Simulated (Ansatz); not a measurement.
# RbCrBr3, perovskite type: from the start to rest

Aim: in RbCrBr3, perovskite type, a structure type of another compound, with these elements put in, relax cell and atoms, then read levels, charges and fields where it ends.

Computed, not measured: Ansatz 0.2.0, DFT, PBE, with U_eff = 5.2 eV on Cr d, collinear spin, plane waves, PAW.

## Step 1: The cell

Symmetry: Pm-3m, No. 221, cubic system. The conventional cell has a = 5.493 Å, b = 5.493 Å, c = 5.493 Å, α = 90.00°, β = 90.00°, γ = 90.00°. Around Cr (site symmetry m-3m) lie 6 Br at 2.75 Å. Around Br (site symmetry 4/mmm) lie 2 Cr at 2.75 Å and 4 Rb at 3.88 Å. Around Rb (site symmetry m-3m) lie 12 Br at 3.88 Å.

The coordinates stand in the input below.

The first density is read from a saved solution for the starting cell.

## Step 2: Relaxing

Input file input.yaml:

```yaml
crystal:
  lattice:
    - [5.49280928, 0.0, 0.0]
    - [0.0, 5.49280928, 0.0]
    - [0.0, 0.0, 5.49280928]
  atoms:
    - { symbol: Cr, position: [0.0, 0.0, 0.0], spin: 4.0 }
    - { symbol: Br, position: [0.5, 0.0, 0.0] }
    - { symbol: Br, position: [0.0, 0.5, 0.0] }
    - { symbol: Br, position: [0.0, 0.0, 0.5] }
    - { symbol: Rb, position: [0.5, 0.5, 0.5] }
  symmetry: { detect: false, time_reversal: true }
kpoints:
  mp_grid: { grid: [5, 5, 5], shift: [0, 0, 0] }
magnetization:
  spin_polarized: true
scf:
  occupations: { method: gaussian, width: 0.0592 }
  lower_state_search: "off"
hamiltonian:
  pseudopotentials: { kind: paw }
  xc: pbe
  hubbard:
    projectors: all-electron-ortho-atomic
    sites: [{ species: Cr, l: d, u_eff: 5.2 }]
basis:
  ecutwfc: 420
  fft_grid_basis: typed
relax:
  max_steps: 80
  cell: { p_target: 0.0 }
output:
  forces: true
  stress: true
  eigenvalues: true
  bader: true
  populations: true
  elf: true
  write_potential: true
  volumetric_format: npy
  dos:
    e_range: [-12, 8]
    de: 0.05
    projected: { site_lists: { Br: [Br], Cr: [Cr], Rb: [Rb] } }
checkpoint:
  read: saved_state
```

On the command line:

```
> ansatz run input.yaml --threads 2 --pin off --max-ram 4096MiB --backend cpu --events-out ev --progress --plain --runs-dir out
```

Before running it: what results should come out? Wanted: moves; energy gained; largest move; cell; volume; pressure at the end; character; gap of spin down; Bader charges.

The runs gave:

| quantity | value |
| --- | --- |
| moves | 3 |
| energy gained | 9.0 meV/atom |
| largest move | 0.00 Å |
| space group (0.01 Å), before / after | Pm-3m / P4/mmm |
| cell | a = 5.335 Å, b = 5.335 Å, c = 5.619 Å, α = 90.00°, β = 90.00°, γ = 90.00° |
| volume | 31.98 Å³/atom (-3.5 %) |
| pressure at the end | -0.01 GPa |
| character | half-metal |
| density of states, mean within 0.25 eV of the Fermi level | 0.49 per eV per cell |
| gap of spin down | 4.15 eV |
| Bader charges | Cr +1.26, Br -0.73 to -0.70, Rb +0.87 e |
| net moment | 4.00 μB per cell |
| largest moment | 3.97 μB on Cr (Bader basin) |

The volume shrank by 3.5 %, and the atoms end where they began within the cell; the energy fell by 9.0 meV per atom. Within 0.01 Å the space group went from Pm-3m to P4/mmm. It is a half-metal: only one spin has states at the Fermi level; within 0.25 eV of the Fermi level the density of states averages 0.49 per eV per cell, mostly Cr d (66 %) and Br p (26 %). Spin sits on Cr (3.97 μB); with one magnetic atom in the cell, no antiferromagnetic order can form, so the run doesn't settle the real magnetic state. By Bader's partition Cr gives up most (+1.26 e) and Br takes most (-0.71 e).

Keep in mind: the program displaced the start to leave a saddle point; one start, so the state may not be the lowest.
